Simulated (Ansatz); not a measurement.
# Al: the cost of one run

Program: Ansatz 0.2.0. Level of theory: DFT r2SCAN, scalar-relativistic, plane waves, PAW. These are calculated values, not measurements.

2 further runs of the same task are left out: 2 set aside as unsound or not needed.

## 1. The starting structure

Symmetry: Im-3m, No. 229, cubic system. The conventional cell has a = 3.189 Å, b = 3.189 Å, c = 3.189 Å, α = 90.00°, β = 90.00°, γ = 90.00°. Al (site symmetry m-3m) has 8 Al at 2.76 Å in its first shell of neighbours.

As a file:

```
CELL_PARAMETERS angstrom
0.00000 -3.18874 0.00000
-3.18874 0.00000 0.00000
0.00000 0.00000 -3.18874
ATOMIC_POSITIONS crystal
Al 0.50000 0.50000 0.50000
Al 0.00000 0.00000 0.00000
```

It goes back to an entry of the Materials Project, which need not be the stable form.

It is built from the cell relaxed beforehand with the same method (16.21 Å³/atom).

## 2. Zero of energy

The cell is repeated 2 times, 2 atoms in all. The reference gives a free energy of -1080.5903 eV, pressure 0.07 GPa, largest force 0.000 eV/Å and gap on the mesh none (metal). It was computed beforehand with the settings of the runs below.

## 3. Breaking the symmetry

Atom 1 moved 0.06 Å. Displacements in the unstrained cell, with the mean shift removed:

```csv
atom,ux (Å),uy (Å),uz (Å)
Al1,0.012,-0.026,-0.009
Al2,-0.012,0.026,0.009
```

## 4. The disturbed cell, one point

File input.yaml:

```yaml
crystal:
  lattice:
    - [0.0, -3.1887371512, 0.0]
    - [-3.1887371512, 0.0, 0.0]
    - [0.0, 0.0, -3.1887371512]
  atoms:
    - { symbol: Al, position: [0.5081757679, 0.4962227912, 0.5027206811] }
    - { symbol: Al, position: [-0.0081757679, 0.0037772088, -0.0027206811] }
basis:
  ecutwfc: 500
kpoints:
  mp_grid: { grid: [10, 10, 10] }
hamiltonian:
  xc: r2scan
scf:
  occupations: { method: gaussian, width: 0.15 }
output:
  forces: true
  stress: true
  eigenvalues: true
```

Launch:

```console
$ ansatz run input.yaml --threads 2 --pin off --max-ram 5120MiB --backend cpu --events-out ev --progress --plain --runs-dir out
```

**Question.** How long does this run take on 2 threads of Arm Neoverse N1, shared host, and how much memory does it need?

About 12 s, with a peak of 0.48 GiB.
